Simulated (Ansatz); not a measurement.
# BH5O2SSi: small, medium and large basis sets

An exercise on one series of results from a longer session: the logs are not shown, and one member is left open.

The runs use Ansatz 0.2.0, Gaussian basis; one geometry, several basis sets.

The runs, in order: PBE0-D4/def2-SVP; ωB97M-V/def2-SVP; PBE0-D4/def2-QZVPP; ωB97M-V/def2-QZVPP; the functionals' def2-TZVPP values are taken from earlier runs.

## The relaxed structure

All runs share one geometry, relaxed beforehand with PBE0-D4 in a triple-zeta def2 set.

SMILES `BO[SiH](O)S`, 10 atoms, charge 0, spin multiplicity 1.

Atoms are counted from 1 here; the program's logs count them from 0.

Bond lengths: B1–O2 1.348 Å, B1–H6 1.201 Å, B1–H7 1.199 Å, O2–Si3 1.650 Å, Si3–O4 1.629 Å, Si3–S5 2.116 Å, Si3–H8 1.478 Å, O4–H9 0.959 Å, S5–H10 1.345 Å. Angles: O2–B1–H6 120.3°, O2–B1–H7 117.8°, H6–B1–H7 121.9°, B1–O2–Si3 137.2°, O2–Si3–O4 107.8°, O2–Si3–S5 114.7°, O2–Si3–H8 105.5°, O4–Si3–S5 104.3°, O4–Si3–H8 113.4°, S5–Si3–H8 111.3°, Si3–O4–H9 117.6°, Si3–S5–H10 92.8°.

The first run:

File in.yaml:

```yaml
crystal:
  periodic: [false, false, false]
  atoms:
    - {symbol: B, position_ang: [-0.919167, 1.220541, 1.098403]}
    - {symbol: O, position_ang: [-0.795856, 0.010102, 0.518688]}
    - {symbol: Si, position_ang: [0.202328, -0.708838, -0.581006]}
    - {symbol: O, position_ang: [0.596184, -2.181985, -0.008715]}
    - {symbol: S, position_ang: [2.063434, 0.261755, -0.850726]}
    - {symbol: H, position_ang: [-0.165948, 2.110699, 0.809987]}
    - {symbol: H, position_ang: [-1.802594, 1.370789, 1.894583]}
    - {symbol: H, position_ang: [-0.565912, -0.754720, -1.842447]}
    - {symbol: H, position_ang: [-0.045918, -2.628686, 0.545461]}
    - {symbol: H, position_ang: [1.516748, 1.249342, -1.581128]}
basis:
  gaussian: {orbitals: def2-SVP}
hamiltonian: {xc: pbe0, dispersion: d4}
output: {orbitals: {seedname: orbitals}}
```

The run is started by

```sh
$ ansatz run in.yaml --threads 4 --pin off --events-out ev --progress --plain --max-ram 10444MiB
```

Among the steps run: PBE0-D4 in def2-SVP; ωB97M-V in def2-SVP; PBE0-D4 in def2-QZVPP; ωB97M-V in def2-QZVPP.

One of the session's tables, all rows but one given; the rest of the session is left out.

It belongs to the step «Density functionals: the series». 

```
functional       basis  HOMO (eV)
   PBE0-D4    def2-SVP          ?
   PBE0-D4  def2-TZVPP      -7.80
   PBE0-D4  def2-QZVPP      -7.83
   ωB97M-V    def2-SVP      -9.86
   ωB97M-V  def2-TZVPP     -10.02
   ωB97M-V  def2-QZVPP     -10.05
```

**Question.** Estimate the row for PBE0-D4, def2-SVP.

The run gave: HOMO (eV): -7.67. In the column «HOMO (eV)» it is the highest.
